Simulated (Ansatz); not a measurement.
# CsFeCl3: the cost of one run

Method: DFT, PAW plane waves, r2scan, in Ansatz 0.2.0.

## 1. The starting structure

It takes space group P6_3/mmc (No. 194, hexagonal). The conventional cell has a = 7.246 Å, b = 7.246 Å, c = 6.040 Å, α = 90.00°, β = 90.00°, γ = 120.00°. Around Cs (site symmetry -6m2) lie 12 Cl at 3.62 to 3.74 Å. Fe (site symmetry -3m) has 6 Cl at 2.49 Å in its first shell of neighbours. Cl (site symmetry mm2) has 2 Fe at 2.49 Å and 2 Cs at 3.62 Å in its first shell of neighbours.

Coordinates:

```
CELL_PARAMETERS angstrom
7.24600 0.00000 0.00000
-3.62300 6.27522 0.00000
0.00000 0.00000 6.04000
ATOMIC_POSITIONS crystal
Cs 0.33333 0.66667 0.75000
Cs 0.66667 0.33333 0.25000
Fe 0.00000 0.00000 0.00000
Fe 0.00000 0.00000 0.50000
Cl 0.15754 0.31508 0.25000
Cl 0.84246 0.15754 0.75000
Cl 0.68492 0.84246 0.25000
Cl 0.84246 0.68492 0.75000
Cl 0.15754 0.84246 0.25000
Cl 0.31508 0.15754 0.75000
```

## 2. A run

File input.yaml:

```yaml
crystal:
  lattice:
    - [7.246, 0.0, 0.0]
    - [-3.623, 6.27522008, 0.0]
    - [0.0, 0.0, 6.04]
  atoms:
    - { symbol: Cs, position: [0.33333333, 0.66666667, 0.75] }
    - { symbol: Cs, position: [0.66666667, 0.33333333, 0.25] }
    - { symbol: Fe, position: [0.0, 0.0, 0.0], spin: 4.0 }
    - { symbol: Fe, position: [0.0, 0.0, 0.5], spin: 4.0 }
    - { symbol: Cl, position: [0.15754, 0.31508, 0.25] }
    - { symbol: Cl, position: [0.84246, 0.15754, 0.75] }
    - { symbol: Cl, position: [0.68492, 0.84246, 0.25] }
    - { symbol: Cl, position: [0.84246, 0.68492, 0.75] }
    - { symbol: Cl, position: [0.15754, 0.84246, 0.25] }
    - { symbol: Cl, position: [0.31508, 0.15754, 0.75] }
  symmetry: { tolerance: 0.0003 }
hamiltonian:
  xc: r2scan
  pseudopotentials: { kind: paw, azcp: { folder: soft_1 } }
basis:
  ecutwfc: 500
magnetization:
  spin_polarized: true
scf:
  occupations: { method: fermi_dirac, width: 0.05 }
kpoints:
  mp_grid: { grid: [5, 5, 5], shift: [0, 0, 0] }
output:
  forces: true
  stress: true
  eigenvalues: true
```

The run is started by

```sh
> ansatz run input.yaml --threads 4 --pin off --max-ram 10240MiB --backend cpu --events-out ev --progress --plain --runs-dir out
```

**Question.** How long does this run take on 4 threads of AMD EPYC 9R45 (Zen 5), shared host, and how much memory does it need?

About 11 min, with a peak of 5.6 GiB.
